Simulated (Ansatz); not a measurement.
Wanted: the native input for an Ansatz 0.2.0 run.

| Item | Value |
| --- | --- |
| Task | projected density of states |
| Functional | PBE |
| Potentials or basis | all-electron LAPW, scalar-relativistic |
| Cutoff | 336 eV (chosen from the basis error) |
| Basis error allowed | 0.002 eV/atom |
| k mesh | 11 × 11 × 1 |
| Occupations | fermi-dirac, width 0.05 eV |
| Spin | collinear spin, ferromagnetic start |
| Starting moments | [3.0] μB |
| Boundary across the vacuum | open (a slab, not repeated across the vacuum) |

Sheet: Fe, a sheet with vacuum.

```
CELL_PARAMETERS angstrom
2.31119 0.00000 0.00000
0.00000 2.31119 0.00000
0.00000 0.00000 23.80000
ATOMIC_POSITIONS crystal
Fe 0.00000 0.00000 0.29412
```

The cell was built by a generator and needn't be a form met in nature.

These files were run (other wordings do the same):

input.yaml

```yaml
crystal:
  lattice:
    - [2.31119, 0.0, 0.0]
    - [0.0, 2.31119, 0.0]
    - [0.0, 0.0, 23.8]
  atoms:
    - { symbol: Fe, position: [0.0, 0.0, 0.29412], spin: 3.0 }
  periodic: [true, true, false]
kpoints:
  mp_grid: { grid: [11, 11, 1] }
  band_path:
    path:
      - [0.0, 0.0, 0.0]
      - [0.0, 0.5, 0.0]
      - [0.5, 0.5, 0.0]
      - [0.0, 0.0, 0.0]
      - [0.0, 0.0, 0.5]
      - [0.0, 0.5, 0.5]
      - [0.5, 0.5, 0.5]
      - [0.0, 0.0, 0.5]
    npoints: 8
scf:
  occupations: { method: fermi_dirac, width: 0.05 }
hamiltonian:
  xc: pbe
  pseudopotentials: { kind: all_electron, lapw: { basis_error: 0.002 } }
magnetization:
  spin_polarized: true
output:
  forces: true
  stress: true
  eigenvalues: true
  fatbands: true
  dos: { projected: true, de: 0.1, e_range: [-14, 8] }
  populations: true
```

Potentials or basis: all-electron LAPW, scalar-relativistic.

The run is started by

```bash
$ ansatz run input.yaml --threads 2 --pin off --max-ram 8192MiB --backend cpu --events-out ev --progress --plain --runs-dir out
```

It gave:

* Band gap along the path: none (metal or under the smearing width)
* Net moment: 2.74 μB per cell
* Absolute moment: 2.81 μB per cell
* Site moments: Fe +2.68 μB
* Work function: 4.69 eV

Wall time 9.3 s on 2 threads of AMD EPYC 9R45 96-Core Processor (Zen 5), on a shared host, peak memory 0.55 GiB.
